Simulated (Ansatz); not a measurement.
# TiI2: the cost of one run

Method: DFT r²SCAN+U (U = 2.5 eV, J = 0.5 eV on Ti d), plane waves, PAW, in Ansatz 0.2.0.

2 further runs of the same task are left out: 2 that didn't finish. Runs told in other sessions of the task aren't counted.

### 1 The structure to begin with

It takes space group R-3m (No. 166, trigonal). Conventional cell: a = 4.496 Å, b = 4.496 Å, c = 20.390 Å, α = 90.00°, β = 90.00°, γ = 120.00°. Ti (site symmetry -3m) is surrounded by 6 I at 3.08 Å. Around I (site symmetry 3m) lie 3 Ti at 3.08 Å.

Coordinates:

```
Ti I
1.0
     2.24799    1.29788    6.79651
    -2.24799    1.29788    6.79651
     0.00000   -2.59575    6.79651
Ti I
1 2
Direct
  0.00000 0.00000 0.00000
  0.25200 0.25200 0.25200
  0.74800 0.74800 0.74800
```

Magnetic order typed: ferromagnetic.

### 2 From atoms, symmetry kept, no search

File input.yaml:

```yaml
crystal:
  lattice:
    - [2.24798551, 1.29787504, 6.79650685]
    - [-2.24798551, 1.29787504, 6.79650685]
    - [0.0, -2.59575008, 6.79650685]
  atoms:
    - { symbol: Ti, position: [0.0, 0.0, 0.0], spin: 2.0 }
    - { symbol: I, position: [0.252, 0.252, 0.252] }
    - { symbol: I, position: [0.748, 0.748, 0.748] }
basis:
  ecutwfc: 500
  ecutrho_ratio: 4
kpoints:
  mp_grid: { grid: [5, 5, 5] }
hamiltonian:
  xc: r2scan
  hubbard: { sites: [{ site: 0, l: d, u: 2.5, j: 0.5 }] }
scf:
  occupations: { method: gaussian, width: 0.05 }
  lower_state_search: "off"
  max_iter: 150
output:
  forces: true
  stress: true
  eigenvalues: true
  populations: true
  hubbard: { sites: [{ site: 0, l: d }] }
magnetization:
  spin_polarized: true
```

On the command line:

```sh
ansatz run input.yaml --threads 4 --pin off --max-ram 6144MiB --backend cpu --events-out ev --progress --plain --runs-dir out
```

Q: Estimate wall time and peak memory on 4 threads of Arm Neoverse N1, shared host.

About 24 s, with a peak of 0.87 GiB.
